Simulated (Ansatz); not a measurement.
# CH5BFNS: the cost of one run

Program: Ansatz 0.2.0. Level of theory: RKS B3LYP/def2-SVP. These are calculated values, not measurements.

## (1) The structure to begin with

Bond lengths: B1–S2 2.204 Å, B1–N3 1.341 Å, N3–C4 1.435 Å, B1–F6 1.304 Å, S2–H7 1.330 Å, C4–H8 1.091 Å, C4–H9 1.091 Å, C4–H10 1.093 Å. Angles: B1–S2–H7 93.5°, S2–B1–N3 94.2°, S2–B1–F6 123.7°, N3–B1–F6 142.1°, B1–N3–C4 139.6°, N3–C4–H8 109.7°, N3–C4–H9 110.9°, N3–C4–H10 109.5°, H8–C4–H9 109.0°, H8–C4–H10 108.7°, H9–C4–H10 108.9°.

As a file:

```xyz
10

B    -1.0204   -0.1464   -0.6394
S     0.1224   -0.7278   -2.4316
N     0.0574   -0.1169    0.1580
C     0.3999    0.1716    1.5209
H     0.8852   -0.5020   -0.8181
F    -2.3094    0.0491   -0.6351
H     0.3755    0.5311   -2.7791
H     0.8707   -0.7017    1.9753
H    -0.4873    0.4380    2.0974
H     1.1060    1.0050    1.5518
```

## (2) A restrained relaxation towards end A

Springs on the bonds that form and break draw the guess towards this end; the thresholds are loose.

input.yaml reads:

```yaml
crystal:
  periodic: [false, false, false]
  atoms:
    - { symbol: B, position_ang: [-1.0204, -0.1464, -0.6394] }
    - { symbol: S, position_ang: [0.1224, -0.7278, -2.4316] }
    - { symbol: "N", position_ang: [0.0574, -0.1169, 0.158] }
    - { symbol: C, position_ang: [0.3999, 0.1716, 1.5209] }
    - { symbol: H, position_ang: [0.8852, -0.502, -0.8181] }
    - { symbol: F, position_ang: [-2.3094, 0.0491, -0.6351] }
    - { symbol: H, position_ang: [0.3755, 0.5311, -2.7791] }
    - { symbol: H, position_ang: [0.8707, -0.7017, 1.9753] }
    - { symbol: H, position_ang: [-0.4873, 0.438, 2.0974] }
    - { symbol: H, position_ang: [1.106, 1.005, 1.5518] }
basis:
  gaussian: { orbitals: def2-SVP }
hamiltonian:
  xc: b3lyp
relax:
  f_tol: 0.15
  max_steps: 25
  restrain:
    - { distance: [4, 1], at: 2.66, k: 30.0 }
    - { distance: [0, 1], at: 1.89, k: 30.0 }
    - { distance: [4, 2], at: 1.02, k: 30.0 }
output:
  orbitals: {}
```

Started as:

```sh
$ ansatz run input.yaml --threads 2 --pin off --max-ram 3072MiB --backend cpu --events-out ev --progress --plain --runs-dir out
```

**Question.** How long does this run take on 2 threads of Intel Xeon Platinum 8488C (Sapphire Rapids), shared host, and how much memory does it need?

About 22 s, with a peak of 0.23 GiB.
